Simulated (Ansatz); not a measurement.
# CHBrSi: an energy map over bond length C1–Si2 and bond length Si2–Br3

A grid of calculations on CHBrSi, SMILES C#[Si]Br, to see where the energy is lowest and how it rises around there.

Computed with Ansatz 0.2.0. Level: RKS B3LYP-D4/def2-TZVP.

## Step 1: Starting geometry

SMILES `C#[Si]Br`, 4 atoms, charge 0, spin multiplicity 1.

Atoms are counted from 1 here; the program's logs count them from 0.

Bond lengths: C1–Si2 1.674 Å, C1–H4 1.101 Å, Si2–Br3 2.214 Å. Angles: Si2–C1–H4 139.5°, C1–Si2–Br3 131.3°.

Coordinates:

```xyz
4
charge 0, multiplicity 1
C    -0.57040    0.83198    0.15736
Si    0.07535   -0.62853   -0.34588
Br    1.95198   -1.66491    0.20727
H    -1.45693    1.46147   -0.01874
```

## Step 3: Setting up the map

The axes are (1) bond length C1–Si2: 11 values from 1.360 to 2.488 Å; (2) bond length Si2–Br3: 11 values from 1.859 to 2.876 Å.

Nothing else is relaxed (all other coordinates rigid). Energies count from the relaxed molecule at the same level. Points are written as (first, second).

(The set-up runs are not shown.)

## Step 4: Grid point (1.699 Å, 2.266 Å)

input.yaml

```yaml
crystal:
  periodic: [false, false, false]
  atoms:
    - { symbol: C, position_ang: [-0.571852, 0.791934, 0.129814] }
    - { symbol: Si, position_ang: [0.051481, -0.696052, -0.40306] }
    - { symbol: Br, position_ang: [1.998271, -1.661741, 0.238975] }
    - { symbol: H, position_ang: [-1.402651, 1.472983, 0.024284] }
basis:
  gaussian: { orbitals: def2-TZVP }
hamiltonian:
  xc: { name: B3LYP }
  dispersion: d4
output:
  forces: true
```

On the command line:

```console
> ansatz run input.yaml --threads 1 --pin off --max-ram 2560MiB --backend cpu --events-out ev --progress --plain --runs-dir out
```

Further runs follow: the other points that were computed.

What does the calculation give? Wanted: lowest point; highest computed point; largest force on an atom.

**Answer**, as computed:

```
                       quantity                                                                             value
                   lowest point                                                  (1.699 Å, 2.266 Å), 1.0 kcal/mol
         highest computed point                                 (2.488 Å, 1.859 Å), 109 kcal/mol above the lowest
largest force on an atom (eV/Å)  1.3 at (1.699 Å, 2.266 Å) to 25.4 at (1.360 Å, 2.876 Å); 1.3 at the lowest point
        time for the whole task                                                  8.7 min on 1 thread, shared host
```

What this shows: The lowest computed point is at (1.699 Å, 2.266 Å), 1.0 kcal/mol from the relaxed molecule at the same level. The grid shows no other well, apart from its symmetry copies. The highest computed point, (2.488 Å, 1.859 Å), lies 109 kcal/mol above the lowest. Round the minimum the two coordinates are nearly uncoupled.
